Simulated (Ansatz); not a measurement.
# TiCd: energy and pressure over a range of volumes

One table from this session's results is given with a row withheld; the runs are named, their logs left out.

Program: Ansatz 0.2.0. Level of theory: DFT PBEsol, scalar-relativistic. These are calculated values, not measurements.

**The starting structure**

The structure is tetragonal, space group P4/nmm (No. 129). Conventional cell: a = 2.904 Å, b = 2.904 Å, c = 8.954 Å, α = 90.00°, β = 90.00°, γ = 90.00°. Ti (site symmetry 4mm) is surrounded by 8 Ti at 2.82 to 2.90 Å and 4 Cd at 3.12 Å. Around Cd (site symmetry 4mm) lie 8 Cd at 2.90 to 3.10 Å and 4 Ti at 3.12 Å.

Coordinates:

```xyz
4
Lattice="2.9040 0.0000 0.0000 0.0000 2.9040 0.0000 0.0000 0.0000 8.9540" Properties=species:S:1:pos:R:3 pbc="T T T"
Ti    0.0000    1.4520    5.4440
Ti    1.4520    0.0000    3.5100
Cd    0.0000    1.4520    1.1640
Cd    1.4520    0.0000    7.7900
```

Atoms are numbered in the order of the input: Ti1, Ti2, Cd3, Cd4.

Set-up of the first run:

File input.yaml:

```yaml
crystal:
  lattice:
    - [2.8647519455, 0.0, 0.0]
    - [0.0, 2.8647519455, 0.0]
    - [0.0, 0.0, 8.8329851654]
  atoms:
    - { symbol: Ti, position: [0.0, 0.5, 0.608] }
    - { symbol: Ti, position: [0.5, 0.0, 0.392] }
    - { symbol: Cd, position: [0.0, 0.5, 0.13] }
    - { symbol: Cd, position: [0.5, 0.0, 0.87] }
kpoints:
  mp_grid: { grid: [11, 11, 4] }
  band_path:
    path:
      - [0.0, 0.0, 0.0]
      - [0.0, 0.5, 0.0]
      - [0.5, 0.5, 0.0]
      - [0.0, 0.0, 0.0]
      - [0.0, 0.0, 0.5]
      - [0.0, 0.5, 0.5]
      - [0.5, 0.5, 0.5]
      - [0.0, 0.0, 0.5]
      - [0.0, 0.5, 0.0]
    npoints: 5
scf:
  occupations: { method: fermi_dirac, width: 0.08 }
hamiltonian:
  xc: pbesol
  pseudopotentials: { kind: all_electron, lapw: { basis_error: 0.001 } }
output:
  forces: true
  stress: true
  eigenvalues: true
```

On the command line:

```bash
$ ansatz run input.yaml --threads 1 --pin off --max-ram 4096MiB --backend cpu --events-out ev --progress --plain --runs-dir out
```

Steps of the session up to this table: Volume × 0.96, LAPW; Volume × 0.96, PAW; Volume × 0.96, crystal datasets; Volume × 0.99, LAPW; Volume × 0.99, PAW; Volume × 0.99, crystal datasets; Volume × 1.02, LAPW; Volume × 1.02, PAW; Volume × 1.02, crystal datasets; Volume × 1.06, LAPW; Volume × 1.06, PAW; Volume × 1.06, crystal datasets.

One of the session's tables, all rows but one given; the rest of the session is left out.

It belongs to the step «The equation of state». 

| method | volume (Å³/atom) | pressure (GPa) | largest force (eV/Å) |
| --- | --- | --- | --- |
| LAPW | 18.123 | 0.59 | 0.306 |
| LAPW | 18.689 | -2.38 | 0.238 |
| LAPW | 19.255 | -4.88 | 0.242 |
| LAPW | 20.010 | -7.60 | 0.249 |
| PAW | 18.123 | 0.60 | 0.305 |
| PAW | 18.689 | ? | ? |
| PAW | 19.255 | -4.86 | 0.242 |
| PAW | 20.010 | -7.59 | 0.248 |
| crystal datasets | 18.123 | 0.59 | 0.306 |
| crystal datasets | 18.689 | -2.38 | 0.238 |
| crystal datasets | 19.255 | -4.88 | 0.242 |
| crystal datasets | 20.010 | -7.60 | 0.249 |

**Question.** Estimate the row for PAW, 18.689.

As computed: pressure (GPa): -2.36; largest force (eV/Å): 0.238. In the column «pressure (GPa)» it lies between crystal datasets, 18.689 (-2.38) and LAPW, 18.123 (0.59).

Caveats from the session: Shape and positions are held, so a fully relaxed modulus can be lower. Warnings in the runs' records: gradients without spin orbit, crystal datasets made.
